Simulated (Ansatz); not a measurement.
**GaHF₂: one species, many methods**

The task here is to estimate one member of a computed series from the others.

The runs use Ansatz 0.2.0, Gaussian basis; functionals in def2-TZVPP, the program's frozen cores in correlated methods.

The runs, in order: LDA (SPW92), PBE-D4, revPBE-D4, BLYP-D4, r2SCAN-D4, B97M-V, PBE0-D4, B3LYP-D4, r2SCANh-D4, r2SCAN0-D4, HSE06-D4, BHLYP-D4, CAM-B3LYP-D4, LC-ωPBE, ωB97X-V, ωB97M-V, B2PLYP, PBE-QIDH; CCSD(T)/def2-SVP; CCSD(T)/def2-TZVPP; CCSD(T)/def2-QZVPP; extrapolation to the limit; RPA on PBE.

### Structure used throughout

An earlier PBE0-D4 in a triple-zeta def2 set relaxation fixed the geometry.

SMILES `[F][GaH][F]`, 4 atoms, charge 0, spin multiplicity 1.

Atoms are counted from 1 here; the program's logs count them from 0.

Bond lengths: F1–Ga2 1.740 Å, Ga2–F3 1.740 Å, Ga2–H4 1.536 Å. Angles: F1–Ga2–F3 111.9°, F1–Ga2–H4 124.0°, F3–Ga2–H4 124.0°.

Set-up of the first run:

in.yaml reads:

```yaml
crystal:
  periodic: [false, false, false]
  atoms:
    - {symbol: F, position_ang: [-1.012379, -0.497121, 1.241169]}
    - {symbol: Ga, position_ang: [-0.022720, 0.032192, -0.088907]}
    - {symbol: F, position_ang: [1.659895, -0.330672, 0.167678]}
    - {symbol: H, position_ang: [-0.569196, 0.735400, -1.340241]}
basis:
  gaussian: {orbitals: def2-TZVPP}
hamiltonian: {xc: lda}
output: {orbitals: {seedname: orbitals}}
```

On the command line:

```sh
$ ansatz run in.yaml --threads 4 --pin off --events-out ev --progress --plain --max-ram 10444MiB
```

Steps of the session up to this table: LDA; PBE-D4 (GGA); revPBE-D4 (GGA); BLYP-D4 (GGA); r2SCAN-D4 (meta-GGA); B97M-V (meta-GGA); B3LYP-D4 (hybrid); r2SCANh-D4 (hybrid); r2SCAN0-D4 (hybrid); HSE06-D4 (hybrid); BHLYP-D4 (hybrid); CAM-B3LYP-D4 (range-separated); LC-ωPBE (range-separated); ωB97X-V (range-separated); ωB97M-V (range-separated); B2PLYP (double hybrid); PBE-QIDH (double hybrid).

One of the session's tables, all rows but one given; the rest of the session is left out.

It belongs to the step «Orbital energies across the functionals». 

| functional | HOMO (eV) | LUMO (eV) | gap (eV) |
| --- | --- | --- | --- |
| LDA (SPW92) | -8.90 | -2.46 | 6.45 |
| PBE-D4 | -8.69 | -2.16 | 6.53 |
| revPBE-D4 | ? | ? | ? |
| BLYP-D4 | -8.64 | -2.18 | 6.47 |
| r2SCAN-D4 | -9.11 | -1.84 | 7.27 |
| B97M-V | -9.22 | -2.10 | 7.11 |
| PBE0-D4 | -10.39 | -1.37 | 9.02 |
| B3LYP-D4 | -10.17 | -1.71 | 8.46 |
| r2SCANh-D4 | -9.75 | -1.56 | 8.19 |
| r2SCAN0-D4 | -10.67 | -1.16 | 9.51 |
| HSE06-D4 | -9.97 | -1.73 | 8.24 |
| BHLYP-D4 | -11.95 | -0.72 | 11.23 |
| CAM-B3LYP-D4 | -11.89 | -0.54 | 11.35 |
| LC-ωPBE | -13.18 | 0.76 | 13.94 |
| ωB97X-V | -12.85 | 0.61 | 13.45 |
| ωB97M-V | -12.73 | 0.33 | 13.05 |

Estimate the missing values for revPBE-D4.

As computed: HOMO (eV): -8.61; LUMO (eV): -2.04; gap (eV): 6.58. In the column «HOMO (eV)» it is the highest.
